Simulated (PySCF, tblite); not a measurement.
# C10H12: geometry, infrared bands and NMR shifts

What infrared bands and NMR shifts should C10H12 (`C#C/C=C1/CC[C@@H]1CC=C`) show?

The runs use tblite 0.8.0 and PySCF 2.14.0, with density-fitted response routines of our own; the level of theory stands in each step. All values are computed, except where a source is named. Atoms are numbered from 0 throughout.

## Step 1: The molecule as given

22 atoms, charge 0, multiplicity 1; geometry from: force field or distance geometry start.

Bonds of the start (Å): C0–C1 1.19, C1–C2 1.43, C2–C3 1.33, C3–C4 1.52, C4–C5 1.54, C5–C6 1.56, C6–C7 1.54, C7–C8 1.50, C8–C9 1.33, C6–C3 1.53, C0–H10 1.06, C2–H11 1.10, C4–H12 1.09, C4–H13 1.09, C5–H14 1.09, C5–H15 1.08, C6–H16 1.09, C7–H17 1.10, C7–H18 1.10, C8–H19 1.09, C9–H20 1.08, C9–H21 1.09.

## Step 2: Optimising the geometry with GFN2-xTB

The job: settings as JSON, then the geometry in Å.

```
{"job": {"kind": "relax", "xc": "GFN2-xTB", "basis": "xTB"}, "charge": 0, "multiplicity": 1}
C     -2.154700     3.342000     0.392000
C     -2.285600     2.156400     0.324500
C     -2.409100     0.735000     0.268700
C     -1.459600    -0.118400    -0.098300
C     -1.431000    -1.635100    -0.206200
C     -0.180400    -1.396500    -1.079900
C     -0.001600     0.045800    -0.517300
C      0.998400     0.239600     0.637300
C      2.397900     0.183300     0.091000
C      3.304300    -0.721000     0.459100
H     -2.059800     4.401500     0.442500
H     -3.395700     0.329700     0.527800
H     -2.263500    -2.108100    -0.735800
H     -1.239200    -2.180300     0.714200
H      0.645000    -2.083200    -0.883800
H     -0.381500    -1.415800    -2.144600
H      0.158200     0.788000    -1.305000
H      0.846200    -0.527700     1.413600
H      0.837200     1.217200     1.107600
H      2.674000     0.955200    -0.625300
H      3.081800    -1.492000     1.181700
H      4.308200    -0.696100     0.035200
```

Command:

```sh
OMP_NUM_THREADS=1 python probes_run.py task.json out
```

The driver reads the jobs from task.json and runs them one after another.

**Question.** This job is followed by: GFN2-xTB harmonic vibrations, gas phase; GIAO PBE0/pcSseg-1 NMR shielding, non-relativistic, gas phase. Predict these results of the whole session: strongest single infrared mode (GFN2-xTB); zero-point energy (GFN2-xTB); ¹³C shifts against TMS (PBE0/pcSseg-1); ¹H shifts against TMS (PBE0/pcSseg-1).

The runs gave:

| quantity | value |
| --- | --- |
| strongest single infrared mode (GFN2-xTB) | 3120 cm⁻¹, 62 km/mol |
| zero-point energy (GFN2-xTB) | 114.4 kcal/mol |
| ¹³C shifts against TMS (PBE0/pcSseg-1) | 173.7, 146.1, 122.8, 109.4, 91.9, 84.9, 44.3, 43.7, 29.3, 22.3 ppm |
| ¹H shifts against TMS (PBE0/pcSseg-1) | 6.02, 5.61, 5.40, 5.31, 3.55, 3.15, 2.87, 2.84, 2.81, 2.04, 1.72, 1.70 ppm |

**Reading.** The optimisation took 109 steps and gained 0.229 eV; among the close pairs (by a distance rule), C3–C6 changed most, from 1.526 to 1.506 Å. No mode is imaginary among the 60: a minimum at this level. The strongest single mode, at 3120 cm⁻¹, moves mainly H21. Unscaled tight-binding wavenumbers are off by several per cent, some by more. Its intensities can rank the bands wrongly. At PBE0/pcSseg-1: Shielding is most anisotropic at C1 (span 296 ppm, paramagnetic term -154 ppm).
